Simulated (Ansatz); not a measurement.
Write a Python script for the Python package of Ansatz (0.2.0) that makes the interaction energy of a dimer with the counterpoise correction of FHOSi, SMILES O[Si]F. Settings (for the species named): MP2, cc-pVDZ basis, multiplicity 1.

```json
{"atom": "O", "x (Å)": "-0.5879", "y (Å)": "0.7498", "z (Å)": "-0.1712"}
{"atom": "Si", "x (Å)": "0.2930", "y (Å)": "0.0480", "z (Å)": "0.9696"}
{"atom": "F", "x (Å)": "0.9097", "y (Å)": "-1.2247", "z (Å)": "0.2346"}
{"atom": "H", "x (Å)": "-0.5593", "y (Å)": "0.3666", "z (Å)": "-1.0533"}
```

`run_dimer.py`:
```python
"""Interaction energy of two FHOSi molecules, with the counterpoise correction."""

import ansatz as az
import numpy as np

FIRST = [
    ("O", (-0.6018, 0.7649, -0.1661)),
    ("Si", (0.2791, 0.0631, 0.9747)),
    ("F", (0.8958, -1.2096, 0.2397)),
    ("H", (-0.5732, 0.3817, -1.0482)),
]
SECOND = [
    ("O", (-1.3599, -1.6528, 4.0704)),
    ("Si", (-2.4731, -1.5896, 5.2223)),
    ("F", (-2.4365, -0.0674, 5.6932)),
    ("H", (-0.9298, -0.8285, 3.8226)),
]

def energy(atoms, ghosts=()):
    molecule = az.Crystal.molecule()
    for symbol, xyz in atoms:
        molecule = molecule.atom(symbol, xyz)
    calc = (
        molecule.calculation()
        .basis(gaussian="cc-pVDZ")
        .correlation("mp2")
    )
    deck = calc.input()
    if ghosts:
        deck = deck.set(az.key.basis.gaussian.ghost_atoms, [{"symbol": s, "position_ang": list(xyz)} for s, xyz in ghosts])
    return az.Session.from_dict(deck).plan().execute().report["free_energy_ev"]


def main() -> None:
    # ghost atoms carry the functions of the partner
    direction = np.array([-0.3502, -0.2013, 0.9148])
    print("shift (A)   counterpoise-corrected interaction (kJ/mol)")
    for shift in (-0.3, 0.0, 0.4, 1.0, 2.0):
        moved = [(s, tuple(np.round(np.array(xyz) + shift * direction, 4))) for s, xyz in SECOND]
        gain = energy(FIRST + moved) - energy(FIRST, moved) - energy(moved, FIRST)
        print(f"{shift:8.2f} {96.485332 * gain:14.3f}")


if __name__ == "__main__":
    main()
```

Output of `python run_dimer.py`:
```text
shift (A)   counterpoise-corrected interaction (kJ/mol)
   -0.30         -3.366
    0.00         -3.854
    0.40         -3.239
    1.00         -2.022
    2.00         -0.924
```

The dimer is a generated trial pose of unrelaxed monomers, not a minimum, so the figure is no binding energy, and the basis set is small. Run time: 14 s on 1 thread of Arm Neoverse V2 (shared host), peak memory 0.25 GiB.
